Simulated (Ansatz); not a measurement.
I need a single point from a YAML input of NbB2, space group P6/mmm. Use the Ansatz DFT code, driven from Python. Use: LDA, PAW, the default cutoff (420 eV here), 8×8×7 k-points, Fermi-Dirac smearing of 0.05 eV.

`nbb2.yaml`
```yaml
crystal:
  lattice:
    - [3.086, 0.0, 0.0]
    - [-1.543, 2.672554, 0.0]
    - [0.0, 0.0, 3.306]
  atoms:
    - { symbol: Nb, position: [0.0, 0.0, 0.0] }
    - { symbol: B, position: [0.333333, 0.666667, 0.5] }
    - { symbol: B, position: [0.666667, 0.333333, 0.5] }
kpoints:
  mp_grid: { kspacing: 0.3 }
hamiltonian:
  xc: lda
scf:
  occupations: { method: fermi_dirac, width: 0.05 }
output:
  forces: true
  stress: true
```

`yaml_run.py`
```python
"""Run a YAML input for NbB2 from Python."""

from collections import Counter
import json

import ansatz as az
import numpy as np

out = az.Session.from_deck("nbb2.yaml").plan().execute()
report = out.report

for key in ("converged", "n_iterations", "n_electrons", "n_kpoints", "n_pw", "n_symmetry_ops", "free_energy_ev", "fermi_energy_ev"):
    print(f"{key:18s} {report[key]}")

# the stress is positive in compression
sigma = report["stress_gpa"]
voigt = [sigma[0][0], sigma[1][1], sigma[2][2], sigma[1][2], sigma[0][2], sigma[0][1]]
print("stress xx yy zz yz xz xy (GPa, compression positive):", " ".join(f"{s:.3f}" for s in voigt))
print("P =", round(10 * float(np.mean(voigt[:3])), 2), "kbar")

# forces, one row an atom
forces = np.array(report["forces_ev_ang"])
norms = np.linalg.norm(forces, axis=1)
print("largest force {:.4f} eV/A on atom {}".format(norms.max(), norms.argmax()))
print(np.array2string(forces, precision=4, suppress_small=True))

keep = ["free_energy_ev", "energy_sigma0_ev", "fermi_energy_ev", "n_iterations", "converged", "magnetization_mub", "n_kpoints"]
with open("nbb2.json", "w") as handle:
    json.dump({key: report[key] for key in keep}, handle, indent=1)

told = Counter((n["data"]["severity"], n["data"]["kind"]) for n in out.notices if n["event"] == "notice")
for (severity, kind), count in sorted(told.items()):
    print(f"{severity:8s} {kind} x{count}")
```

```console
$ python yaml_run.py
DeckWarning: the atoms were moved onto the symmetric positions of the space group found under crystal.symmetry.tolerance 1.0e-5 (fractional; no operation is sought that the atoms, as they stand in a [...]
DeckWarning: basis.ecutwfc = 420 eV, auto-derived from the records' recommended cutoffs: set by Nb (normal level)
converged          True
n_iterations       6
n_electrons        19.0
n_kpoints          40
n_pw               551
n_symmetry_ops     24
free_energy_ev     -4744.493430315995
fermi_energy_ev    18.491987809198754
stress xx yy zz yz xz xy (GPa, compression positive): -5.545 -5.545 -3.964 -0.000 -0.000 0.000
P = -50.18 kbar
largest force 0.0000 eV/A on atom 1
[[-0. -0.  0.]
 [ 0. -0. -0.]
 [ 0.  0.  0.]]
audit    band_cg_iterations x1
audit    preconditioner_resolved x1
```
(Warnings from the package without file and line, shortened, repeats left out.)

It writes `nbb2.json`:
```json
{
 "free_energy_ev": -4744.493430315995,
 "energy_sigma0_ev": -4744.488615987237,
 "fermi_energy_ev": 18.491987809198754,
 "n_iterations": 6,
 "converged": true,
 "magnetization_mub": 0.0,
 "n_kpoints": 40
}
```

Reading the output:
- Absolute energies stand on the zero of these potentials, so only differences at equal settings mean something. A total without «per atom» is that of the cell as typed.
- For a metal this k-point mesh is coarse: on a finer one energies can move by several to tens of meV an atom and pressures by half a GPa or more, differences at one mesh by less.
- The zero of the levels is a convention of the potentials, so an absolute Fermi energy is no work function.
- Of the deposited cell: the entry's cell lengths or inner coordinates differ somewhat from later room-temperature determinations.
- At these settings the cell as given stands under about -5 GPa, so it isn't at this functional's equilibrium volume.
- The starting cell is as deposited in a crystallographic database; the results hold for this polymorph, which needn't be the stable one.
- Timing: 0.8 s on 1 thread of Intel(R) Xeon(R) 6975P-C (Granite Rapids) (shared host), peak memory 0.36 GiB.

(Lines on the test bed's own set-up are left out of the output.)
